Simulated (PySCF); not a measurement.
Molecule: FGaClH, in a box.

```
F Ga Cl H
1.0
    12.00000    0.00000    0.00000
     0.00000   13.00000    0.00000
     0.00000    0.00000   11.00000
F Ga Cl H
1 1 1 1
Direct
  0.39007 0.51548 0.54135
  0.52596 0.51965 0.50789
  0.61597 0.38625 0.54941
  0.58278 0.62112 0.46075
```

The cell isn't the ideal one: atoms moved at random, drawn with an rms of 0.05 Å.

Base run:

- Program: PySCF 2.14.0
- Functional: revPBE
- Dispersion: D4
- Potentials or basis: 6-31g* (all-electron)
- k mesh: 1 × 1 × 1
- Occupations: fixed
- Spin: no spin polarisation

Its results: gap between the frontier levels 5.67 eV.

Task: The run is repeated on the same cell with these changes: functional from revPBE to TPSSh. What comes out?

Result: Gap between the frontier levels 6.78 eV.

TPSSh gives the wider gap, since exact exchange removes part of the self-interaction.

Caveats: this is a molecule in a periodic box at the Γ point, so its band gap is the HOMO-LUMO gap; relativity is left out, which matters for the heavier elements; the basis of atomic orbitals isn't converged, which shifts pressures, moduli and gaps.

